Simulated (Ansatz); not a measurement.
# La2Hf3O3: the cost of one run

Computed with Ansatz 0.2.0 (DFT PBE, scalar-relativistic, plane waves, PAW, unless a step's input says otherwise).

1 further run of the same task is left out (it didn't finish).

## 1. Starting point

The structure is tetragonal, space group I4/mmm (No. 139). Conventional cell: a = 6.326 Å, b = 6.326 Å, c = 8.886 Å, α = 90.00°, β = 90.00°, γ = 90.00°. La (site symmetry 4mm) is surrounded by 1 O at 1.93 Å. Hf (site symmetry -4m2) has 2 O at 2.22 Å as nearest neighbours. Around Hf (site symmetry 4/mmm) lie 2 La at 2.52 Å. O (site symmetry mmm) is surrounded by 2 Hf at 2.22 Å. O (site symmetry 4/mmm) has 2 La at 1.93 Å as nearest neighbours.

As a file:

```cif
data_structure
_symmetry_space_group_name_H-M 'P 1'
_symmetry_Int_Tables_number 1
_cell_length_a 6.3047
_cell_length_b 6.3047
_cell_length_c 6.3047
_cell_angle_alpha 119.778
_cell_angle_beta 119.778
_cell_angle_gamma 90.385
_cell_volume 177.80
loop_
_atom_site_label
_atom_site_type_symbol
_atom_site_fract_x
_atom_site_fract_y
_atom_site_fract_z
_atom_site_occupancy
La1 La 0.71697 0.71697 0.00000 1
La2 La 0.28303 0.28303 0.00000 1
Hf1 Hf 0.75000 0.25000 0.50000 1
Hf2 Hf 0.25000 0.75000 0.50000 1
Hf3 Hf 0.00000 0.00000 0.00000 1
O1 O 0.50000 0.00000 0.50000 1
O2 O 0.00000 0.50000 0.50000 1
O3 O 0.50000 0.50000 0.00000 1
```

It is the end of an earlier relaxation with the same method, from a generated guess; it needn't be the stable form of this composition. At a tolerance of 0.05 Å it has space group I4/mmm (No. 139); it has 22.22 Å³/atom, an uncorrected energy of -0.47 eV/atom over the elements.

## 2. Bands, states and charges

Input file input.yaml:

```yaml
crystal:
  lattice:
    - [-3.1629373121, 3.1629373121, 4.443101366]
    - [3.1629373121, -3.1629373121, 4.443101366]
    - [3.1629373121, 3.1629373121, -4.443101366]
  atoms:
    - { symbol: La, position: [0.7169686245, 0.7169686245, 0.0] }
    - { symbol: La, position: [0.2830313755, 0.2830313755, 0.0] }
    - { symbol: Hf, position: [0.75, 0.25, 0.5] }
    - { symbol: Hf, position: [0.25, 0.75, 0.5] }
    - { symbol: Hf, position: [0.0, 0.0, 0.0] }
    - { symbol: O, position: [0.5, 0.0, 0.5] }
    - { symbol: O, position: [0.0, 0.5, 0.5] }
    - { symbol: O, position: [0.5, 0.5, 0.0] }
basis:
  ecutwfc: 420
kpoints:
  mp_grid: { grid: [8, 8, 8] }
  band_path:
    path:
      - [[0.0, 0.0, 0.0], [0.0, 0.0, 0.5], [0.25, 0.25, 0.25], [0.0, 0.5, 0.0], [0.0, 0.0, 0.0], [0.5, 0.5, -0.5], [0.37669187, 0.62330813, -0.37669187]]
      - [[-0.37669187, 0.37669187, 0.37669187], [0.0, 0.0, 0.0]]
      - [[0.0, 0.0, 0.5], [-0.25338373, 0.25338373, 0.5]]
      - [[0.5, 0.5, -0.25338373], [0.5, 0.5, -0.5]]
    npoints: 14
hamiltonian:
  xc: pbe
scf:
  occupations: { method: gaussian, width: 0.1 }
  n_extra_bands: 20
output:
  forces: true
  stress: true
  eigenvalues: true
  populations: true
  dos: { projected: true, de: 0.02, nscf_kmesh: { grid: [10, 10, 10] } }
  bader: true
  write_density: true
  write_potential: true
  elf: true
  volumetric_format: npy
```

Command:

```
ansatz run input.yaml --threads 1 --pin off --max-ram 2560MiB --backend cpu --events-out ev --progress --plain --runs-dir out
```

Q: Estimate wall time and peak memory on 1 thread of Arm Neoverse V2, shared host.

About 4.4 min, with a peak of 1.3 GiB.
